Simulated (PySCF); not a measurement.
# CuH12N2Si4 ([Cu(N(SiH3)2)2]-): the cost of one run

Programs: PySCF 2.14.0, with routines of our own; each step states its level. All values are computed. Atoms count from 0.

## Step 1: The starting structure

19 atoms, charge -1, multiplicity 1; geometry from: GFN2-xTB.

## Step 2: Magnetic properties: GIAO B3LYP/def2-SVP Cu:def2-TZVP

What the job is given:

```
{"job": {"kind": "mag", "xc": "B3LYP", "basis": {"default": "def2-SVP", "Cu": "def2-TZVP"}}, "charge": -1, "multiplicity": 1}
Cu    -0.002550    -0.003230     0.000040
N     -0.009190    -0.010610     1.906930
Si    -1.471790     0.207090     2.755950
Si     1.449930    -0.230710     2.761450
H     -1.807610    -0.924920     3.657060
H     -2.608600     0.373420     1.835150
H     -1.466080     1.389460     3.654640
H      1.790760     0.904550     3.656310
H      2.587900    -0.409910     1.844230
H      1.434920    -1.407440     3.667390
N      0.006520     0.006260    -1.907140
Si     0.042560     1.488690    -2.748790
Si    -0.020520    -1.464960    -2.768490
H      1.225530     1.638620    -3.634470
H      0.053010     2.632620    -1.821890
H     -1.112910     1.681070    -3.661450
H     -1.199530    -1.608170    -3.660500
H     -0.031590    -2.620920    -1.856930
H      1.139240    -1.640910    -3.679510
```

Method: GIAO B3LYP/def2-SVP Cu:def2-TZVP magnetisability, rotational g tensor and spin-rotation constants, non-relativistic, gas phase.

Started as:

```console
> OMP_NUM_THREADS=1 python excited_run.py task.json out
```

This one command runs all jobs of the session in turn.

**Question.** How long does this first job take on 1 thread of Arm Neoverse V2, shared host, and how much memory does it need?

About 64 s, with a peak of 1.4 GiB.
